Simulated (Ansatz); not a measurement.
# C2H7AlO: the cost of one run

Method: the settings change from run to run; program: Ansatz 0.2.0, Gaussian basis.

## Step 1: The relaxed structure

The geometry comes from an earlier relaxation with PBE0-D4 in a triple-zeta def2 set; it is a stationary point, not always the lowest conformer.

11 atoms, charge 0, spin multiplicity 1.

Atoms are counted from 1 here; the program's logs count them from 0.

Bond lengths: O1–C2 1.487 Å, O1–Al4 1.994 Å, O1–H5 0.961 Å, C2–C3 1.508 Å, C2–H6 1.092 Å, C2–H7 1.092 Å, C3–Al4 2.006 Å, C3–H8 1.090 Å, C3–H9 1.089 Å, Al4–H10 1.600 Å, Al4–H11 1.593 Å. Angles: C2–O1–Al4 91.6°, C2–O1–H5 113.4°, Al4–O1–H5 128.9°, O1–C2–C3 103.3°, O1–C2–H6 106.3°, O1–C2–H7 107.6°, C3–C2–H6 116.3°, C3–C2–H7 113.0°, H6–C2–H7 109.6°, C2–C3–Al4 90.5°, C2–C3–H8 112.4°, C2–C3–H9 112.4°, Al4–C3–H8 115.2°, Al4–C3–H9 116.3°, H8–C3–H9 109.1°, O1–Al4–C3 71.9°, O1–Al4–H10 104.7°, O1–Al4–H11 109.2° and more.

## Step 2: r2SCAN/ANO-RCC-VTZP

Options: D3(BJ) dispersion.

Input file in.yaml:

```yaml
crystal:
  periodic: [false, false, false]
  atoms:
    - {symbol: O, position_ang: [-0.713994, 0.608201, -0.851466]}
    - {symbol: C, position_ang: [-0.226537, 0.921316, 0.518415]}
    - {symbol: C, position_ang: [0.284491, -0.407220, 1.015576]}
    - {symbol: Al, position_ang: [0.241177, -1.141718, -0.850467]}
    - {symbol: H, position_ang: [-0.625843, 1.343313, -1.464757]}
    - {symbol: H, position_ang: [-1.075880, 1.345808, 1.056987]}
    - {symbol: H, position_ang: [0.560218, 1.672305, 0.425110]}
    - {symbol: H, position_ang: [-0.403522, -0.880773, 1.715966]}
    - {symbol: H, position_ang: [1.266491, -0.326208, 1.480290]}
    - {symbol: H, position_ang: [1.534872, -0.897422, -1.759354]}
    - {symbol: H, position_ang: [-0.776171, -2.294602, -1.265700]}
basis:
  gaussian: {orbitals: ANO-RCC-VTZP}
hamiltonian: {xc: {name: r2SCAN}, dispersion: d3bj}
```

Started as:

```console
> ansatz run in.yaml --threads 2 --pin off --events-out ev --progress --plain --max-ram 4352MiB
```

Q: Estimate wall time and peak memory on 2 threads of Arm Neoverse V2, shared host.

About 10 s, with a peak of 0.35 GiB.
